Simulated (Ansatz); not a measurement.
**ZrH3 (doublet): the correlation ladder, def2-QZVPP**

The task here is to estimate one member of a computed series from the others.

Program: Ansatz 0.2.0, Gaussian basis. Level of theory: def2-QZVPP, core rule «outside noble gas», up to 4 orbitals frozen. These are calculated values, not measurements.

The runs, in order: UHF; ROHF; CCSD(T) on UHF.

2 further runs of the same task are left out: 2 set aside as unsound or not needed. Runs told in other sessions of the task aren't counted.

### The geometry

The geometry is a PBE0/def2-TZVP stationary point (not a proven minimum). No spin-orbit coupling is included. Elements past krypton take def2 core potentials.

4 atoms, charge 0, spin multiplicity 2.

Atoms are counted from 1 here; the program's logs count them from 0.

Bond lengths: Zr1–H2 1.860 Å, Zr1–H3 1.860 Å, Zr1–H4 1.860 Å. Angles: H2–Zr1–H3 120.0°, H2–Zr1–H4 120.0°, H3–Zr1–H4 120.0°.

Set-up of the first run:

in.yaml

```yaml
crystal:
  periodic: [false, false, false]
  atoms:
    - {symbol: Zr, position_ang: [0.000000, 0.000000, 0.000000]}
    - {symbol: H, position_ang: [1.859864, 0.018007, 0.007700]}
    - {symbol: H, position_ang: [-0.945522, 1.601699, -0.004900]}
    - {symbol: H, position_ang: [-0.914341, -1.619706, -0.002800]}
basis:
  gaussian: {orbitals: "def2-QZVPP.json"}
magnetization: {spin_polarized: true, initial_magnetization: 1}
hamiltonian: {xc: hf}
output: {orbitals: {seedname: orbitals}}
```

The run is started by

```
ansatz run in.yaml --threads 1 --pin off --events-out ev --progress --plain --max-ram 4096MiB --backend cpu
```

Among the steps run: UHF; ROHF; CCSD(T) on UHF.

One table of the session follows, with a row left open; its other results are not shown here.

```
  method  from UCCSD(T) (kJ/mol)
    ROHF                  +368.4
     UHF                       ?
    UMP2                   +69.9
   UCCSD                    +8.6
UCCSD(T)                       0
```

**Question.** Estimate the row for UHF.

As computed: from UCCSD(T) (kJ/mol): +361.4. In the column «from UCCSD(T) (kJ/mol)» it lies between UMP2 (+69.9) and ROHF (+368.4).
